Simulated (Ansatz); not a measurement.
# H₆NOSbSi: one species, many methods

How much do the methods differ for H₆NOSbSi? The plan is to run it at one geometry with functionals of several rungs and with coupled cluster. The yardstick is the atomisation energy at the CCSD(T) limit.

The runs use Ansatz 0.2.0, Gaussian basis; functionals in def2-TZVPP, the program's frozen cores in correlated methods.

Levels to be run: LDA (SPW92), PBE-D4, revPBE-D4, BLYP-D4, r2SCAN-D4, B97M-V, PBE0-D4, B3LYP-D4, r2SCANh-D4, r2SCAN0-D4, HSE06-D4, BHLYP-D4, CAM-B3LYP-D4, LC-ωPBE, ωB97X-V, ωB97M-V, B2PLYP, PBE-QIDH; CCSD(T)/def2-SVP; CCSD(T)/def2-TZVPP; MP2/def2-QZVPP; extrapolation to the limit; RPA on PBE.

## (1) The relaxed structure

All runs share one geometry, relaxed beforehand with PBE0-D4 in a triple-zeta def2 set. Sb takes the def2 core potential; no spin-orbit term is included.

SMILES `N[SiH](O)[SbH2]`, 10 atoms, charge 0, spin multiplicity 1.

Atoms are counted from 1 here; the program's logs count them from 0.

Bond lengths: N1–Si2 1.715 Å, N1–H5 1.008 Å, N1–H6 1.008 Å, Si2–O3 1.650 Å, Si2–Sb4 2.576 Å, Si2–H7 1.491 Å, O3–H8 0.960 Å, Sb4–H9 1.711 Å, Sb4–H10 1.711 Å. Angles: Si2–N1–H5 118.8°, Si2–N1–H6 120.8°, H5–N1–H6 111.1°, N1–Si2–O3 110.6°, N1–Si2–Sb4 118.3°, N1–Si2–H7 104.1°, O3–Si2–Sb4 101.3°, O3–Si2–H7 112.5°, Sb4–Si2–H7 110.4°, Si2–O3–H8 115.5°, Si2–Sb4–H9 89.9°, Si2–Sb4–H10 90.4°, H9–Sb4–H10 91.1°.

## (2) LDA

This LDA is Slater exchange with PW92 correlation.

in.yaml

```yaml
crystal:
  periodic: [false, false, false]
  atoms:
    - {symbol: N, position_ang: [-1.201593, -0.243843, -0.809801]}
    - {symbol: Si, position_ang: [0.337083, -0.566597, -0.125157]}
    - {symbol: O, position_ang: [0.200303, -1.620649, 1.136304]}
    - {symbol: Sb, position_ang: [1.615874, 1.379017, 0.976870]}
    - {symbol: H, position_ang: [-1.276583, -0.141169, -1.809331]}
    - {symbol: H, position_ang: [-1.865864, 0.345418, -0.333289]}
    - {symbol: H, position_ang: [1.126533, -1.130941, -1.257016]}
    - {symbol: H, position_ang: [-0.390852, -2.363617, 0.991678]}
    - {symbol: H, position_ang: [0.153959, 1.953830, 1.654588]}
    - {symbol: H, position_ang: [1.384337, 2.337351, -0.421944]}
basis:
  gaussian: {orbitals: def2-TZVPP}
hamiltonian: {xc: lda}
output: {orbitals: {seedname: orbitals}}
```

The runs that follow: PBE-D4 (GGA); revPBE-D4 (GGA); BLYP-D4 (GGA); r2SCAN-D4 (meta-GGA); B97M-V (meta-GGA); PBE0-D4 (hybrid); B3LYP-D4 (hybrid); r2SCANh-D4 (hybrid); r2SCAN0-D4 (hybrid); HSE06-D4 (hybrid); BHLYP-D4 (hybrid); CAM-B3LYP-D4 (range-separated); LC-ωPBE (range-separated); ωB97X-V (range-separated); ωB97M-V (range-separated); B2PLYP (double hybrid); PBE-QIDH (double hybrid); CCSD(T) in def2-SVP; CCSD(T) in def2-TZVPP; MP2 in def2-QZVPP; RPA on PBE orbitals.

Q: Predict the results of all the runs planned. Wanted: atomisation energy, CCSD(T)/CBS; farthest beyond LDA; mean size of error, GGA; mean size of error, meta-GGA; mean size of error, hybrid; mean size of error, range-separated; mean size of error, double hybrid; gap, smallest and largest; T1 diagnostic.

The runs gave:

| quantity | value |
| --- | --- |
| atomisation energy, CCSD(T)/CBS | 32.773 eV |
| functionals within 0.328 eV (1.0 %) | PBE-D4, BLYP-D4, B97M-V, B3LYP-D4, CAM-B3LYP-D4, ωB97X-V, ωB97M-V |
| farthest beyond LDA | BHLYP-D4 (-1.118 eV) |
| mean size of error, GGA | 0.281 eV |
| mean size of error, meta-GGA | 0.184 eV |
| mean size of error, hybrid | 0.652 eV |
| mean size of error, range-separated | 0.262 eV |
| mean size of error, double hybrid | 0.782 eV |
| gap, smallest and largest | 4.65 eV (BLYP-D4), 11.05 eV (LC-ωPBE) |
| T1 diagnostic | 0.0129 |
| triples share of the correlation energy | 3.3 % |

What this shows: The LDA atomisation energy is off by 4.714 eV (14 %): it overbinds. PBE-D4 misses by +0.134 eV. Double hybrids carry the basis error of their MP2 part in triple zeta, and no dispersion term here, so their miss is partly the set-up's. The rungs meta-GGA, range-separated, GGA miss on average by less than the doubt on the reference (0.328 eV), so they tie. The reference freezes the cores and leaves out spin-orbit coupling and excitations past (T), and its outer-core shells are covered unevenly, so misses under about 0.328 eV can't be ranked. All levels share the lack of spin-orbit coupling, which lowers the free heavy atoms and so the true binding. Hartree-Fock recovers 67 % of the binding; the rest is correlation. CCSD(T) in def2-SVP is off by -3.455 eV, which most functionals beat. The gap grows from 4.6 to 11.1 eV across the functionals, mostly with the share of exact exchange. Correlated methods include outer-core shells of Sb, which these sets cover unevenly.
